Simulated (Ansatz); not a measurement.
Here is an Ansatz input file for CO2, space group P4_2/mnm. Write the same calculation for the Python package.

```yaml
crystal:
  lattice:
    - [3.5161, 0.0, 0.0]
    - [0.0, 3.5161, 0.0]
    - [0.0, 0.0, 4.1043]
  atoms:
    - { symbol: C, position: [0.0, 0.0, 0.0] }
    - { symbol: C, position: [0.5, 0.5, 0.5] }
    - { symbol: O, position: [0.23, 0.23, 0.0] }
    - { symbol: O, position: [0.27, 0.73, 0.5] }
    - { symbol: O, position: [0.77, 0.77, 0.0] }
    - { symbol: O, position: [0.73, 0.27, 0.5] }
basis:
  ecutwfc: 500.0
kpoints:
  mp_grid:
    kspacing: 0.4347826086956522
  band_path:
    path:
      - [0.0, 0.0, 0.0]
      - [0.0, 0.5, 0.0]
      - [0.5, 0.5, 0.0]
      - [0.0, 0.0, 0.5]
    npoints: 1
hamiltonian:
  xc: r2scan
scf:
  occupations:
    method: fixed
output:
  fatbands: true
```

`co2_fatbands.py`:
```python
from pathlib import Path
import warnings

import ansatz as az
import pandas as pd

warnings.simplefilter("ignore", az.DeckWarning)

co2 = (
    az.Lattice.of((3.5161, 0.0, 0.0), (0.0, 3.5161, 0.0), (0.0, 0.0, 4.1043))
    .atom("C", (0.0, 0.0, 0.0))
    .atom("C", (0.5, 0.5, 0.5))
    .atom("O", (0.23, 0.23, 0.0))
    .atom("O", (0.27, 0.73, 0.5))
    .atom("O", (0.77, 0.77, 0.0))
    .atom("O", (0.73, 0.27, 0.5))
)

points = {"G": (0.0, 0.0, 0.0), "X": (0.0, 0.5, 0.0), "M": (0.5, 0.5, 0.0), "Z": (0.0, 0.0, 0.5)}
model = (
    co2.calculation()
    .kpoints(density=2.3)
    .occupations("fixed")
    .basis(500)
    .functional("r2scan")
    .band_structure(list(points.values()), intervals=1)
    .fat_bands()
)
with warnings.catch_warnings(record=True) as caught:
    warnings.simplefilter("always")
    out = model.run(threads=1, pin="off")
print("warnings raised:", sorted(w.category.__name__ for w in caught) or "none")
r = out.report
file = Path(out.write_results("results")) / "fatbands.tsv"
names = file.read_text().splitlines()[0].lstrip("# ").split("\t")
table = pd.read_csv(file, sep="\t", comment="#", names=names)
near = table[table.e_minus_ef.abs() < 4]
for ik, label in enumerate(points):
    print(label)
    for _, row in near[near.ik == ik].iterrows():
        main = row[names[4:]].astype(float).nlargest(2)
        print(f"   band {int(row.band):3d} {row.e_minus_ef:7.3f} eV  " + ", ".join(f"{k} {v:.2f}" for k, v in main.items()))
```

```console
$ python co2_fatbands.py
warnings raised: none
G
   band   9  -3.733 eV  o2_l1_2P 0.25, o3_l1_2P 0.25
   band  10  -3.562 eV  c0_l1_2P 0.24, o2_l1_2P 0.19
   band  11  -3.562 eV  c1_l1_2P 0.24, o3_l1_2P 0.19
   band  12  -3.276 eV  c0_l1_2P 0.21, c1_l1_2P 0.21
   band  13  -1.808 eV  o2_l1_2P 0.25, o3_l1_2P 0.25
   band  14  -1.298 eV  o3_l1_2P 0.41, o5_l1_2P 0.41
   band  15  -1.298 eV  o2_l1_2P 0.41, o4_l1_2P 0.41
X
   band  12  -1.575 eV  o3_l1_2P 0.34, o5_l1_2P 0.34
   band  13  -1.575 eV  o2_l1_2P 0.34, o4_l1_2P 0.34
   band  14  -1.097 eV  o2_l1_2P 0.36, o4_l1_2P 0.36
   band  15  -1.097 eV  o3_l1_2P 0.36, o5_l1_2P 0.36
M
   band  12  -1.966 eV  o2_l1_2P 0.43, o4_l1_2P 0.43
   band  13  -1.966 eV  o3_l1_2P 0.43, o5_l1_2P 0.43
   band  14   0.164 eV  o2_l1_2P 0.26, o4_l1_2P 0.26
   band  15   0.164 eV  o3_l1_2P 0.26, o5_l1_2P 0.26
Z
   band  12  -2.849 eV  o2_l1_2P 0.30, o4_l1_2P 0.30
   band  13  -2.849 eV  o3_l1_2P 0.30, o5_l1_2P 0.30
   band  14  -1.191 eV  o2_l1_2P 0.26, o4_l1_2P 0.26
   band  15  -1.191 eV  o3_l1_2P 0.26, o5_l1_2P 0.26
```

What to keep in mind:
- Under fixed occupations the level called the Fermi level is the highest filled one on the SCF mesh; off the mesh a filled band can lie a little above it.
- The structure is a deposited one; some such entries were measured under pressure or heat, so a shift against it needn't be the functional's error alone.
- Levels are Kohn-Sham eigenvalues on this mesh.
- Energies are less the Fermi level and bands count from 0. Only the largest channels are printed, equivalent atoms hold more, and in degenerate sets the split between sites is arbitrary; shells that the potentials lack have no channel.
- Wall time of the script: 5 s on 1 thread of Arm Neoverse V1 (shared host), peak memory 0.46 GiB.

(Lines on the test bed's own set-up are left out of the output.)
